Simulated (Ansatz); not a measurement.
# C2H3Sn: vertical and adiabatic energies of changing the electron count in Python

The task is vertical and adiabatic energies of changing the electron count, for C2H3Sn.

All numbers are computed with Ansatz 0.2.0 through its Python package. Level of theory: r2SCAN/def2-SVP.

## 1. The system

Bond lengths: C1–C2 1.226 Å, C2–Sn3 2.085 Å, C1–H4 1.000 Å, Sn3–H5 1.752 Å, Sn3–H6 1.746 Å. Angles: C1–C2–Sn3 177.8°, C2–C1–H4 176.5°, C2–Sn3–H5 109.9°, C2–Sn3–H6 110.8°, H5–Sn3–H6 110.6°.

No structure file is read: the coordinates are typed or built in the script.

## 2. The script

File c2h3sn_adiabatic.py:

```python
'''How C2H3Sn relaxes after losing an electron.'''

import warnings

import ansatz as az
from ase import Atoms
import numpy as np


def main() -> None:
    warnings.simplefilter('ignore', az.DeckWarning)

    atoms = Atoms(['C', 'C', 'Sn', 'H', 'H', 'H'], positions=[
        (-0.3864, -1.8817, -0.1645),
        (-0.0125, -0.7264, 0.0011),
        (0.698, 1.2116, 0.2976),
        (-0.7349, -2.8036, -0.3365),
        (0.8157, 2.0457, -1.2384),
        (-0.3379, 2.0903, 1.3946),
    ])
    geometry = az.Crystal.molecule_from_ase(atoms)

    base = (
        geometry.calculation()
        .basis(gaussian='def2-SVP')
        .functional('r2SCAN')
        .spin('collinear', total=1)
    )
    symbols = [site.symbol for site in geometry.cartesian_sites]
    start = np.array([site.position_ang for site in geometry.cartesian_sites], dtype=float)
    report = base.relax(force_tolerance=0.01).run(threads=1, pin='off').report
    end = np.array(report['positions_ang'])

    minimum = az.Crystal.molecule()
    for symbol, place in zip(symbols, end):
        minimum = minimum.atom(symbol, place.tolist())
    ion = minimum.calculation()
    ion = ion.basis(gaussian='def2-SVP')
    ion = ion.functional('r2SCAN')
    ion = ion.charge(1)
    vertical = ion.run(threads=1, pin='off').report
    settled = ion.relax(force_tolerance=0.01, max_steps=80).run(threads=1, pin='off').report
    print(f'vertical ionisation energy   {vertical["free_energy_ev"] - report["free_energy_ev"]:.3f} eV')
    print(f'adiabatic, no zero point     {settled["free_energy_ev"] - report["free_energy_ev"]:.3f} eV')
    print(f'relaxation energy of the ion {vertical["free_energy_ev"] - settled["free_energy_ev"]:.3f} eV')
    ionised = np.array(settled['positions_ang'])
    print('final positions (A) and the move of each atom')
    for symbol, xyz, old in zip(symbols, ionised, end):
        print(f'{symbol:2s} {xyz[0]:10.5f} {xyz[1]:10.5f} {xyz[2]:10.5f}   {np.linalg.norm(xyz - old):7.4f}')


if __name__ == '__main__':
    main()
```

## 3. What the engine is handed

The engine receives this input (first run):

```yaml
crystal:
  periodic: [false, false, false]
  atoms:
    - { symbol: C, position_ang: [-0.3864, -1.8817, -0.1645] }
    - { symbol: C, position_ang: [-0.0125, -0.7264, 0.0011] }
    - { symbol: Sn, position_ang: [0.698, 1.2116, 0.2976] }
    - { symbol: H, position_ang: [-0.7349, -2.8036, -0.3365] }
    - { symbol: H, position_ang: [0.8157, 2.0457, -1.2384] }
    - { symbol: H, position_ang: [-0.3379, 2.0903, 1.3946] }
basis:
  gaussian:
    orbitals: def2-SVP
hamiltonian:
  xc: r2scan
magnetization:
  spin_polarized: true
  initial_magnetization: 1.0
relax:
  f_tol: 0.01
```

## 4. The run

On the command line:

```bash
$ python c2h3sn_adiabatic.py
```

Output:

```text
vertical ionisation energy   8.333 eV
adiabatic, no zero point     7.490 eV
relaxation energy of the ion 0.843 eV
final positions (A) and the move of each atom
C    -0.39318   -1.86530   -0.17194    0.0221
C    -0.13585   -0.67249   -0.06632    0.0951
Sn    0.28814    1.29220    0.10771    0.4932
H    -0.62048   -2.91895   -0.26523    0.1278
H     1.05900    2.04054   -1.19559    0.2474
H    -0.15561    2.05989    1.54527    0.2475
```

It took 41 s on 1 thread of Intel Xeon Platinum 8488C (Sapphire Rapids), shared host; peak memory 0.26 GiB.

## 5. Inputs of later runs

The engine's inputs for the other runs:

Run 2, against run 1:

```diff
@@ -4,6 +4,6 @@
-    - { symbol: C, position_ang: [-0.3864, -1.8817, -0.1645] }
-    - { symbol: C, position_ang: [-0.0125, -0.7264, 0.0011] }
-    - { symbol: Sn, position_ang: [0.698, 1.2116, 0.2976] }
-    - { symbol: H, position_ang: [-0.7349, -2.8036, -0.3365] }
-    - { symbol: H, position_ang: [0.8157, 2.0457, -1.2384] }
-    - { symbol: H, position_ang: [-0.3379, 2.0903, 1.3946] }
+    - { symbol: C, position_ang: [-0.3949827305261314, -1.8432548495096945, -0.17289494698823157] }
+    - { symbol: C, position_ang: [-0.049050562677162485, -0.6773861066857585, -0.027742682709941548] }
+    - { symbol: Sn, position_ang: [0.7360245695093729, 1.2367591869509993, 0.3065531421455201] }
+    - { symbol: H, position_ang: [-0.7233392341494934, -2.858746402683758, -0.31124847270915285] }
+    - { symbol: H, position_ang: [0.8131053800358585, 2.030111688144715, -1.221127310066965] }
+    - { symbol: H, position_ang: [-0.33975742219244415, 2.048416483783497, 1.380360270328771] }
@@ -15,5 +15 @@
-magnetization:
-  spin_polarized: true
-  initial_magnetization: 1.0
-relax:
-  f_tol: 0.01
+total_charge: 1.0
```

Run 3, against run 1:

```diff
@@ -4,6 +4,6 @@
-    - { symbol: C, position_ang: [-0.3864, -1.8817, -0.1645] }
-    - { symbol: C, position_ang: [-0.0125, -0.7264, 0.0011] }
-    - { symbol: Sn, position_ang: [0.698, 1.2116, 0.2976] }
-    - { symbol: H, position_ang: [-0.7349, -2.8036, -0.3365] }
-    - { symbol: H, position_ang: [0.8157, 2.0457, -1.2384] }
-    - { symbol: H, position_ang: [-0.3379, 2.0903, 1.3946] }
+    - { symbol: C, position_ang: [-0.3949827305261314, -1.8432548495096945, -0.17289494698823157] }
+    - { symbol: C, position_ang: [-0.049050562677162485, -0.6773861066857585, -0.027742682709941548] }
+    - { symbol: Sn, position_ang: [0.7360245695093729, 1.2367591869509993, 0.3065531421455201] }
+    - { symbol: H, position_ang: [-0.7233392341494934, -2.858746402683758, -0.31124847270915285] }
+    - { symbol: H, position_ang: [0.8131053800358585, 2.030111688144715, -1.221127310066965] }
+    - { symbol: H, position_ang: [-0.33975742219244415, 2.048416483783497, 1.380360270328771] }
@@ -15,3 +15 @@
-magnetization:
-  spin_polarized: true
-  initial_magnetization: 1.0
+total_charge: 1.0
@@ -19,0 +18 @@
+  max_steps: 80
```

Lines on the test bed's own set-up are left out of the output.

## 6. The engine's runs

From the records of these 3 runs:

```
run   kind of run             system  unpaired or total moment  energy (eV)  <S²>  SCF cycles in all  CPU time (s)
  1    relaxation             C2H3Sn                         1   -7949.9179  0.75                 87            26
  2  single point  C2H3Sn, charge +1                   not set   -7941.5845  0.00                 14           1.3
  3    relaxation  C2H3Sn, charge +1                   not set   -7942.4275  0.00                 69            13
```

Totals carry meaning only in balanced differences at one level of theory.

## 7. Path of the relaxation of run 1

Relaxation path:

```csv
step,energy from step 1 (eV),largest force component (eV/Å)
1,0.0000,3.6595
2,-0.1403,0.5682
3,-0.1573,0.0878
4,-0.1582,0.0404
5,-0.1592,0.0174
6,-0.1592,0.0353
7,-0.1593,0.0053
```

Step 1 is the start.

Before: Bond lengths: C1–C2 1.226 Å, C2–Sn3 2.085 Å, C1–H4 1.000 Å, Sn3–H5 1.752 Å, Sn3–H6 1.746 Å. Angles: C1–C2–Sn3 177.8°, C2–C1–H4 176.5°, C2–Sn3–H5 109.9°, C2–Sn3–H6 110.8°, H5–Sn3–H6 110.6°.

After: Bond lengths: C1–C2 1.225 Å, C2–Sn3 2.096 Å, C1–H4 1.076 Å, Sn3–H5 1.723 Å, Sn3–H6 1.723 Å. Angles: C1–C2–Sn3 173.8°, C2–C1–H4 178.5°, C2–Sn3–H5 107.2°, C2–Sn3–H6 107.2°, H5–Sn3–H6 111.3°.

## 8. How the relaxation of run 3 went

Relaxation path:

```csv
step,E - E(step 1) (eV),largest force component (eV/Å)
1,0.0000,2.5073
2,-0.5488,1.3919
3,-0.8098,0.4323
4,-0.8406,0.1800
5,-0.8430,0.0168
6,-0.8430,0.0320
7,-0.8431,0.0009
```

Step 1 is the start.

Before: Bond lengths: C1–C2 1.225 Å, C2–Sn3 2.096 Å, C1–H4 1.076 Å, Sn3–H5 1.723 Å, Sn3–H6 1.723 Å. Angles: C1–C2–Sn3 173.8°, C2–C1–H4 178.5°, C2–Sn3–H5 107.2°, C2–Sn3–H6 107.2°, H5–Sn3–H6 111.3°.

After: Bond lengths: C1–C2 1.225 Å, C2–Sn3 2.017 Å, C1–H4 1.082 Å, Sn3–H5 1.689 Å, Sn3–H6 1.689 Å. Angles: C1–C2–Sn3 180.0°, C2–C1–H4 180.0°, C2–Sn3–H5 117.4°, C2–Sn3–H6 117.4°, H5–Sn3–H6 125.1°.

## 9. What came out

| quantity | value |
| --- | --- |
| vertical ionisation energy | 8.333 eV |
| adiabatic ionisation energy, no zero point | 7.490 eV |
| runs compared | 3 |

**Reading.** The ionisation energy is a difference of two total energies at the neutral geometry; letting the ion relax lowers it by 0.84 eV. Run 1: After 6 moves the largest shift is 0.068 Å, of atom 2 (C). Run 3: The relaxation took 6 moves; the largest shift is 0.493 Å, of atom 3 (Sn). The energies are electronic: no zero-point or thermal terms, and the basis set is short of its limit. The product may relax into another structure. The relaxation finds the nearest minimum, so the adiabatic value is an upper bound. def2 sets replace the cores of elements past krypton by effective core potentials. The species is open-shell (spin multiplicity 2). Only the spin states typed were run; another state of an ion can lie lower, by up to an eV or two.
